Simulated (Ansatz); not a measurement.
# C2H6N2OSi: small, medium and large basis sets

An exercise on one series of results from a longer session: the logs are not shown, and one member is left open.

Computed with Ansatz 0.2.0, Gaussian basis. Level: one geometry, several basis sets.

The runs, in order: PBE0-D4/def2-SVP; ωB97M-V/def2-SVP; PBE0-D4/def2-QZVPP; ωB97M-V/def2-QZVPP; the functionals' def2-TZVPP values are taken from earlier runs.

## Structure used throughout

The geometry comes from an earlier relaxation with PBE0-D4 in a triple-zeta def2 set; it is a stationary point, not always the lowest conformer.

SMILES `N#CC(N)O[SiH3]`, 12 atoms, charge 0, spin multiplicity 1.

Atoms are counted from 1 here; the program's logs count them from 0.

Bond lengths: N1–C2 1.150 Å, C2–C3 1.489 Å, C3–N4 1.430 Å, C3–O5 1.393 Å, C3–H7 1.099 Å, N4–H8 1.011 Å, N4–H9 1.013 Å, O5–Si6 1.657 Å, Si6–H10 1.488 Å, Si6–H11 1.478 Å, Si6–H12 1.484 Å. Angles: N1–C2–C3 178.1°, C2–C3–N4 113.2°, C2–C3–O5 109.4°, C2–C3–H7 106.7°, N4–C3–O5 108.7°, N4–C3–H7 107.7°, O5–C3–H7 111.2°, C3–N4–H8 111.3°, C3–N4–H9 111.1°, H8–N4–H9 108.9°, C3–O5–Si6 125.1°, O5–Si6–H10 109.0°, O5–Si6–H11 105.4°, O5–Si6–H12 111.2°, H10–Si6–H11 111.3°, H10–Si6–H12 109.1°, H11–Si6–H12 110.9°.

Set-up of the first run:

in.yaml

```yaml
crystal:
  periodic: [false, false, false]
  atoms:
    - {symbol: N, position_ang: [-0.414896, -2.648122, -0.224041]}
    - {symbol: C, position_ang: [-0.263176, -1.576489, 0.164517]}
    - {symbol: C, position_ang: [-0.078998, -0.204612, 0.713212]}
    - {symbol: N, position_ang: [-0.958171, 0.090268, 1.802132]}
    - {symbol: O, position_ang: [-0.292623, 0.729724, -0.297838]}
    - {symbol: Si, position_ang: [0.725045, 0.996024, -1.578693]}
    - {symbol: H, position_ang: [0.951721, -0.151855, 1.091781]}
    - {symbol: H, position_ang: [-0.714103, -0.442986, 2.625999]}
    - {symbol: H, position_ang: [-1.920674, -0.106225, 1.556467]}
    - {symbol: H, position_ang: [2.116051, 1.141867, -1.069840]}
    - {symbol: H, position_ang: [0.248696, 2.247281, -2.205120]}
    - {symbol: H, position_ang: [0.678029, -0.129978, -2.544577]}
basis:
  gaussian: {orbitals: def2-SVP}
hamiltonian: {xc: pbe0, dispersion: d4}
output: {orbitals: {seedname: orbitals}}
```

Steps of the session up to this table: PBE0-D4 in def2-SVP; ωB97M-V in def2-SVP; PBE0-D4 in def2-QZVPP; ωB97M-V in def2-QZVPP.

One of the session's tables, all rows but one given; the rest of the session is left out.

It belongs to the step «Density functionals: the series». 

| functional | basis | HOMO (eV) | LUMO (eV) |
| --- | --- | --- | --- |
| PBE0-D4 | def2-SVP | -7.92 | 0.04 |
| PBE0-D4 | def2-TZVPP | -8.18 | -0.32 |
| PBE0-D4 | def2-QZVPP | ? | ? |
| ωB97M-V | def2-SVP | -10.30 | 2.06 |
| ωB97M-V | def2-TZVPP | -10.59 | 1.44 |
| ωB97M-V | def2-QZVPP | -10.63 | 1.12 |

**Question.** Estimate the row for PBE0-D4, def2-QZVPP.

As computed: HOMO (eV): -8.23; LUMO (eV): -0.44. In the column «HOMO (eV)» it lies between ωB97M-V, def2-SVP (-10.30) and PBE0-D4, def2-TZVPP (-8.18).
